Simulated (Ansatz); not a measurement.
**CH₆InNOS: a ladder of functionals and wavefunction methods**

One table from this session's results is given with a row withheld; the runs are named, their logs left out.

Computed with Ansatz 0.2.0, Gaussian basis. Level: functionals in def2-TZVPP, the program's frozen cores in correlated methods.

Levels to be run: LDA (SPW92), PBE-D4, revPBE-D4, BLYP-D4, r2SCAN-D4, B97M-V, PBE0-D4, B3LYP-D4, r2SCANh-D4, r2SCAN0-D4, HSE06-D4, BHLYP-D4, CAM-B3LYP-D4, LC-ωPBE, ωB97X-V, ωB97M-V, B2PLYP, PBE-QIDH; CCSD(T)/def2-SVP; CCSD(T)/def2-TZVPP; MP2/def2-QZVPP; extrapolation to the limit; RPA on PBE.

## Structure used throughout

The geometry comes from an earlier relaxation with PBE0-D4 in a triple-zeta def2 set; it is a stationary point, not always the lowest conformer. In takes the def2 core potential; no spin-orbit term is included.

11 atoms, charge 0, spin multiplicity 1.

Atoms are counted from 1 here; the program's logs count them from 0.

Bond lengths: C1–O2 1.400 Å, C1–H6 1.096 Å, C1–H7 1.100 Å, C1–H8 1.100 Å, O2–In3 1.984 Å, In3–N4 2.008 Å, In3–S5 2.376 Å, N4–H9 1.011 Å, N4–H10 1.010 Å, S5–H11 1.344 Å. Angles: O2–C1–H6 108.6°, O2–C1–H7 112.9°, O2–C1–H8 112.9°, H6–C1–H7 107.2°, H6–C1–H8 107.2°, H7–C1–H8 107.6°, C1–O2–In3 122.0°, O2–In3–N4 115.6°, O2–In3–S5 117.3°, N4–In3–S5 126.8°, In3–N4–H9 114.8°, In3–N4–H10 116.4°, H9–N4–H10 109.1°, In3–S5–H11 92.2°.

Set-up of the first run:

Contents of in.yaml:

```yaml
crystal:
  periodic: [false, false, false]
  atoms:
    - {symbol: C, position_ang: [-1.214435, -1.367089, 0.847124]}
    - {symbol: O, position_ang: [-0.320005, -0.317838, 1.090424]}
    - {symbol: In, position_ang: [0.561274, 0.675229, -0.383708]}
    - {symbol: N, position_ang: [1.672995, 2.250504, 0.176422]}
    - {symbol: S, position_ang: [0.036005, 0.020665, -2.606355]}
    - {symbol: H, position_ang: [-1.562682, -1.760364, 1.808594]}
    - {symbol: H, position_ang: [-0.755207, -2.204142, 0.300742]}
    - {symbol: H, position_ang: [-2.103883, -1.049421, 0.283676]}
    - {symbol: H, position_ang: [2.040408, 2.197313, 1.116455]}
    - {symbol: H, position_ang: [2.413907, 2.523775, -0.453026]}
    - {symbol: H, position_ang: [-0.768377, -0.968623, -2.180348]}
basis:
  gaussian: {orbitals: def2-TZVPP}
hamiltonian: {xc: lda}
output: {orbitals: {seedname: orbitals}}
```

Among the steps run: LDA; PBE-D4 (GGA); revPBE-D4 (GGA); BLYP-D4 (GGA); r2SCAN-D4 (meta-GGA); B97M-V (meta-GGA); PBE0-D4 (hybrid); B3LYP-D4 (hybrid); r2SCANh-D4 (hybrid); r2SCAN0-D4 (hybrid); HSE06-D4 (hybrid); BHLYP-D4 (hybrid); CAM-B3LYP-D4 (range-separated); LC-ωPBE (range-separated); ωB97X-V (range-separated); ωB97M-V (range-separated); B2PLYP (double hybrid); PBE-QIDH (double hybrid).

One of the session's tables, all rows but one given; the rest of the session is left out.

It belongs to the step «Orbital energies across the functionals». 

```
  functional  HOMO (eV)  LUMO (eV)  gap (eV)
 LDA (SPW92)      -6.07      -2.50      3.57
      PBE-D4      -5.90      -2.22      3.68
   revPBE-D4      -5.84      -2.10      3.74
     BLYP-D4      -5.80      -2.19      3.61
   r2SCAN-D4      -6.21      -1.99      4.22
      B97M-V      -6.30      -2.11      4.19
     PBE0-D4      -7.39      -1.35      6.03
    B3LYP-D4      -7.14      -1.67      5.47
  r2SCANh-D4      -6.77      -1.68      5.09
  r2SCAN0-D4      -7.60      -1.22      6.39
    HSE06-D4      -6.98      -1.72      5.26
    BHLYP-D4      -8.60      -0.55      8.05
CAM-B3LYP-D4      -8.78      -0.44      8.34
     LC-ωPBE          ?          ?         ?
     ωB97X-V      -9.82       0.64     10.46
     ωB97M-V      -9.69       0.41     10.11
```

Estimate the missing values for LC-ωPBE.

**Answer.** HOMO (eV): -10.20; LUMO (eV): 0.83; gap (eV): 11.03. In the column «HOMO (eV)» it is the lowest.
